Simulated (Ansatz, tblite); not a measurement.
**Be6Te6: one state, many levels**

Aim: run the singlet of Be6Te6 at one geometry on many levels, and compare frontier levels, spin and run time.

Program: Ansatz 0.2.0, Gaussian basis. Level of theory: as each input shows. These are calculated values, not measurements.

The runs, in order: GFN1-xTB, GFN2-xTB, PBE-D4/def2-TZVP, r2SCAN-D4/def2-TZVP, LDA/def2-TZVP, r2SCANh-D4/def2-TZVP, PBE-QIDH/def2-TZVP, PBE-D4/def2-SVP, PBE0-D4/def2-SVP, CCSD(T)/def2-SVP, MP2/def2-TZVP, RPA/def2-TZVP.

4 further runs of the same task are left out: 1 for a known fault of the program, 3 set aside as unsound or not needed.

### Step 1. The relaxed structure

The singlet was relaxed beforehand with r2SCAN-D4/def2-SVP.

12 atoms, charge 0, spin multiplicity 1.

Bond lengths: Be1–Te2 2.237 Å, Be1–Te12 2.237 Å, Te2–Be3 2.252 Å, Be3–Te4 2.246 Å, Te4–Be5 2.245 Å, Be5–Te6 2.253 Å, Te6–Be7 2.237 Å, Be7–Te8 2.237 Å, Te8–Be9 2.252 Å, Be9–Te10 2.245 Å, Te10–Be11 2.245 Å, Be11–Te12 2.253 Å. Angles: Te2–Be1–Te12 171.4°, Be1–Te2–Be3 74.3°, Te2–Be3–Te4 173.6°, Be3–Te4–Be5 84.6°, Te4–Be5–Te6 172.8°, Be5–Te6–Be7 74.3°, Te6–Be7–Te8 171.4°, Be7–Te8–Be9 74.2°, Te8–Be9–Te10 173.6°, Be9–Te10–Be11 84.6°, Te10–Be11–Te12 172.6°, Be1–Te12–Be11 74.3°.

Te takes a core potential in the def2 sets. No spin-orbit coupling is included.

PBE0-D4/def2-TZVP was run before; its log isn't repeated, and its numbers join the tables.

### Step 2. GFN1-xTB

Tight binding, by tblite at 300 K electronic temperature and without a spin-polarisation term:

```python
tblite.interface.Calculator('GFN1-xTB', numbers, positions, charge=0, uhf=0).singlepoint()
```

Energy -749.7802 eV, HOMO -9.14 eV, LUMO -6.57 eV; 0.02 s.

### Step 3. GFN2-xTB

Tight binding, by tblite at 300 K electronic temperature and without a spin-polarisation term:

```python
tblite.interface.Calculator('GFN2-xTB', numbers, positions, charge=0, uhf=0).singlepoint()
```

Energy -618.7810 eV, HOMO -6.93 eV, LUMO -4.37 eV; 0.086 s.

### Step 4. PBE-D4/def2-TZVP

start.molden holds the orbitals of an earlier run on this state, given as this run's starting guess.

Input file in.yaml:

```yaml
crystal:
  periodic: [false, false, false]
  atoms:
    - {symbol: Be, position_ang: [-2.229007, 1.106247, 0.454552]}
    - {symbol: Te, position_ang: [-3.031484, -0.966390, 0.711377]}
    - {symbol: Be, position_ang: [-1.981480, -0.960650, -1.280705]}
    - {symbol: Te, position_ang: [-1.162822, -0.960979, -3.371674]}
    - {symbol: Be, position_ang: [0.670552, -0.073768, -2.426397]}
    - {symbol: Te, position_ang: [2.652713, 0.715796, -1.701570]}
    - {symbol: Be, position_ang: [2.233249, -1.095662, -0.458485]}
    - {symbol: Te, position_ang: [1.520676, -2.757924, 0.858154]}
    - {symbol: Be, position_ang: [1.239283, -0.867491, 2.049661]}
    - {symbol: Te, position_ang: [1.151394, 0.939455, 3.379289]}
    - {symbol: Be, position_ang: [0.069947, 1.892867, 1.657800]}
    - {symbol: Te, position_ang: [-1.133041, 3.028498, 0.127997]}
basis:
  gaussian: {orbitals: def2-TZVP, fitting: {mean_field: def2-universal-jkfit}, initial_orbitals: start.molden}
hamiltonian: {xc: pbe, dispersion: d4}
scf: {omitted_lower_state_checks: [starts]}
output: {orbitals: {seedname: orbitals}}
```

The run is started by

```bash
ansatz run in.yaml --threads 2 --pin off --events-out ev --progress --plain --max-ram 32768MiB --backend cuda --devices 0, --max-vram 18GiB
```

After this run come: r2SCAN-D4/def2-TZVP; LDA/def2-TZVP; r2SCANh-D4/def2-TZVP; PBE-QIDH/def2-TZVP; PBE-D4/def2-SVP; PBE0-D4/def2-SVP; CCSD(T)/def2-SVP; MP2/def2-TZVP; RPA/def2-TZVP.

Before running them: what should the planned runs give, taken together? Wanted: gap in def2-TZVP, named functionals, smallest and largest; correlation energy, CCSD(T)/def2-SVP; correlation energy, MP2/def2-TZVP; binding an atom, CCSD(T)/def2-SVP; PBE0 total energy, smallest basis above largest.

**Answer**, as computed:

```
                                                 quantity                             value
gap in def2-TZVP, named functionals, smallest and largest  2.48 eV (LDA), 4.09 eV (PBE0-D4)
                     correlation energy, CCSD(T)/def2-SVP                         -25.78 eV
                        correlation energy, MP2/def2-TZVP                         -86.22 eV
                        binding an atom, CCSD(T)/def2-SVP                          2.242 eV
          PBE0 total energy, smallest basis above largest     3.98 eV (def2-SVP, def2-TZVP)
```

In words: Over the named functionals in def2-TZVP the gap runs from 2.48 eV (LDA) to 4.09 eV (PBE0-D4); exact exchange widens it. The functionals in def2-TZVP miss CCSD(T)/def2-SVP by +0.556 (PBE-QIDH) to +1.039 eV (LDA) an atom. The yardstick is in a double-zeta basis, so levels in larger sets aren't compared like for like. CCSD(T)/def2-SVP isn't at the basis-set limit; small misses against it rank nothing.
